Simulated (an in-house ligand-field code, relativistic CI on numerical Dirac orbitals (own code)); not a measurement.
**d5 in a ligand field: terms for several parameter sets**

Aim: the terms of a d5 shell from Racah B and C and the field, by exact diagonalisation.

Program: an in-house ligand-field code version 1. Level of theory: parametric ligand-field model of a d^n configuration (Racah B and C, spin-orbit zeta, crystal field), exact diagonalisation. These are calculated values, not measurements, unless marked.

## Step 1: The atom as given

```
shell        : d5
set 1 (cm⁻¹) : B = 1060, C = 3890, Oh, 10Dq = 28300
set 2 (cm⁻¹) : B = 930, C = 3530, D4h, 10Dq = 14650, Ds = 2130, Dt = -690
set 3 (cm⁻¹) : B = 810, C = 3400, D3d, 10Dq = 17950, Dsigma = 1200, Dtau = 300
set 4 (cm⁻¹) : B = 1120, C = 4580, Oh, 10Dq = 4100
set 5 (cm⁻¹) : B = 770, C = 3890, D4h, 10Dq = 17650, Ds = -940, Dt = -370
set 6 (cm⁻¹) : B = 940, C = 4570, Oh, 10Dq = 7000
set 7 (cm⁻¹) : B = 630, C = 2650, D4h, 10Dq = 15550, Ds = -1500, Dt = -140
set 8 (cm⁻¹) : B = 420, C = 1690, D3d, 10Dq = 10900, Dsigma = 1200, Dtau = -290
```

## Step 2: Set 1

The run's settings:

```ini
n = 5
racah_B = 1060  # cm-1
racah_C = 3890  # cm-1
zeta = 0  # cm-1
symmetry = Oh
field = {"10Dq": 28300}  # cm-1
```

## Step 3: Set 2

The run's settings:

```ini
n = 5
racah_B = 930  # cm-1
racah_C = 3530  # cm-1
zeta = 0  # cm-1
symmetry = D4h
field = {"10Dq": 14650, "Ds": 2130, "Dt": -690}  # cm-1
```

## Step 4: Set 3

The run's settings:

```ini
n = 5
racah_B = 810  # cm-1
racah_C = 3400  # cm-1
zeta = 0  # cm-1
symmetry = D3d
field = {"10Dq": 17950, "Dsigma": 1200, "Dtau": 300}  # cm-1
```

## Step 5: Set 4

The run's settings:

```ini
n = 5
racah_B = 1120  # cm-1
racah_C = 4580  # cm-1
zeta = 0  # cm-1
symmetry = Oh
field = {"10Dq": 4100}  # cm-1
```

## Step 6: Set 5

The run's settings:

```ini
n = 5
racah_B = 770  # cm-1
racah_C = 3890  # cm-1
zeta = 0  # cm-1
symmetry = D4h
field = {"10Dq": 17650, "Ds": -940, "Dt": -370}  # cm-1
```

## Step 7: Set 6

The run's settings:

```ini
n = 5
racah_B = 940  # cm-1
racah_C = 4570  # cm-1
zeta = 0  # cm-1
symmetry = Oh
field = {"10Dq": 7000}  # cm-1
```

## Step 8: Set 7

The run's settings:

```ini
n = 5
racah_B = 630  # cm-1
racah_C = 2650  # cm-1
zeta = 0  # cm-1
symmetry = D4h
field = {"10Dq": 15550, "Ds": -1500, "Dt": -140}  # cm-1
```

## Step 9: Set 8

The run's settings:

```ini
n = 5
racah_B = 420  # cm-1
racah_C = 1690  # cm-1
zeta = 0  # cm-1
symmetry = D3d
field = {"10Dq": 10900, "Dsigma": 1200, "Dtau": -290}  # cm-1
```

(Steps that only read results are left out.)

Q: Predict the outcome of this session. Wanted: lowest terms; sets at their largest spin, of those that allow S over 1.

**Answer**, as computed:

| set | 10Dq/B (size) | lowest | S | electrons in z² and x²-y² | first level of the same spin (cm⁻¹) |
| --- | --- | --- | --- | --- | --- |
| 1: Oh | 26.7 | 2T2 | 0.50 | 0.06 | 2A2 23644 |
| 2: D4h | 15.8 | 6A1 | 2.50 | 2.00 | - |
| 3: D3d | 22.2 | 6A1 | 2.50 | 2.00 | - |
| 4: Oh | 3.7 | 6A1 | 2.50 | 2.00 | - |
| 5: D4h | 22.9 | 6A1 | 2.50 | 2.00 | - |
| 6: Oh | 7.4 | 6A1 | 2.50 | 2.00 | - |
| 7: D4h | 24.7 | 6A1 | 2.50 | 2.00 | - |
| 8: D3d | 26.0 | 6A1 | 2.50 | 2.00 | - |

| quantity | value |
| --- | --- |
| lowest terms | 1: 2T2, 2: 6A1, 3: 6A1, 4: 6A1, 5: 6A1, 6: 6A1, 7: 6A1, 8: 6A1 |
| sets at their largest spin, of those that allow S over 1 | 2, 3, 4, 5, 6, 7, 8 |

What this shows: 7 of 8 sets have the highest spin that their shell allows, S = 5/2. B, C and the field are free parameters here, not those of a compound.
